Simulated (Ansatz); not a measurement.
**CH₄Zn: a ladder of functionals and wavefunction methods**

One table from this session's results is given with a row withheld; the runs are named, their logs left out.

Method: functionals in def2-TZVPP, the program's frozen cores in correlated methods; program: Ansatz 0.2.0, Gaussian basis.

Plan: LDA (SPW92), PBE-D4, revPBE-D4, BLYP-D4, r2SCAN-D4, B97M-V, PBE0-D4, B3LYP-D4, r2SCANh-D4, r2SCAN0-D4, HSE06-D4, BHLYP-D4, CAM-B3LYP-D4, LC-ωPBE, ωB97X-V, ωB97M-V, B2PLYP, PBE-QIDH; CCSD(T)/def2-SVP; CCSD(T)/def2-TZVPP; CCSD(T)/def2-QZVPP; extrapolation to the limit; RPA on PBE.

### The geometry

An earlier PBE0-D4 in a triple-zeta def2 set relaxation fixed the geometry.

SMILES `[CH3][ZnH]`, 6 atoms, charge 0, spin multiplicity 1.

Atoms are counted from 1 here; the program's logs count them from 0.

Bond lengths: C1–Zn2 1.942 Å, C1–H3 1.093 Å, C1–H4 1.093 Å, C1–H5 1.093 Å, Zn2–H6 1.544 Å. Angles: Zn2–C1–H3 111.1°, Zn2–C1–H4 111.1°, Zn2–C1–H5 111.1°, H3–C1–H4 107.8°, H3–C1–H5 107.8°, H4–C1–H5 107.8°, C1–Zn2–H6 180.0°.

Set-up of the first run:

Input file in.yaml:

```yaml
crystal:
  periodic: [false, false, false]
  atoms:
    - {symbol: C, position_ang: [-0.163748, -0.413417, -0.564567]}
    - {symbol: Zn, position_ang: [0.304409, 0.690826, 0.962228]}
    - {symbol: H, position_ang: [0.630687, -1.129881, -0.789611]}
    - {symbol: H, position_ang: [-1.080158, -0.978385, -0.374575]}
    - {symbol: H, position_ang: [-0.325986, 0.197665, -1.456392]}
    - {symbol: H, position_ang: [0.676795, 1.569192, 2.176718]}
basis:
  gaussian: {orbitals: def2-TZVPP}
hamiltonian: {xc: lda}
output: {orbitals: {seedname: orbitals}}
```

The run is started by

```
ansatz run in.yaml --threads 4 --pin off --events-out ev --progress --plain --max-ram 10444MiB
```

Steps of the session up to this table: LDA; PBE-D4 (GGA); revPBE-D4 (GGA); BLYP-D4 (GGA); r2SCAN-D4 (meta-GGA); B97M-V (meta-GGA); PBE0-D4 (hybrid); B3LYP-D4 (hybrid); r2SCANh-D4 (hybrid); r2SCAN0-D4 (hybrid); HSE06-D4 (hybrid); BHLYP-D4 (hybrid); CAM-B3LYP-D4 (range-separated); LC-ωPBE (range-separated); ωB97X-V (range-separated); ωB97M-V (range-separated); B2PLYP (double hybrid); PBE-QIDH (double hybrid).

One of the session's tables, all rows but one given; the rest of the session is left out.

It belongs to the step «Frontier levels by functional». 

| functional | HOMO (eV) | gap (eV) |
| --- | --- | --- |
| LDA (SPW92) | -6.51 | 5.36 |
| PBE-D4 | -6.37 | 5.40 |
| revPBE-D4 | -6.32 | 5.42 |
| BLYP-D4 | -6.25 | 5.29 |
| r2SCAN-D4 | ? | ? |
| B97M-V | -6.64 | 5.74 |
| PBE0-D4 | -7.51 | 7.25 |
| B3LYP-D4 | -7.32 | 6.78 |
| r2SCANh-D4 | -7.04 | 6.70 |
| r2SCAN0-D4 | -7.68 | 7.68 |
| HSE06-D4 | -7.11 | 6.50 |
| BHLYP-D4 | -8.57 | 8.88 |
| CAM-B3LYP-D4 | -8.88 | 9.34 |
| LC-ωPBE | -10.29 | 11.81 |
| ωB97X-V | -9.87 | 11.28 |
| ωB97M-V | -9.72 | 10.76 |

Estimate the missing values for r2SCAN-D4.

Worked estimate for «HOMO (eV)». Against the share of exact exchange, r2SCANh-D4 (0.1, -7.04), r2SCAN0-D4 (0.25, -7.68) give a slope of -4.27 per unit share; at 0 the line stands at -6.61.

**Answer.** HOMO (eV): -6.62; gap (eV): 6.04. In «HOMO (eV)» the line misses by +0.01.
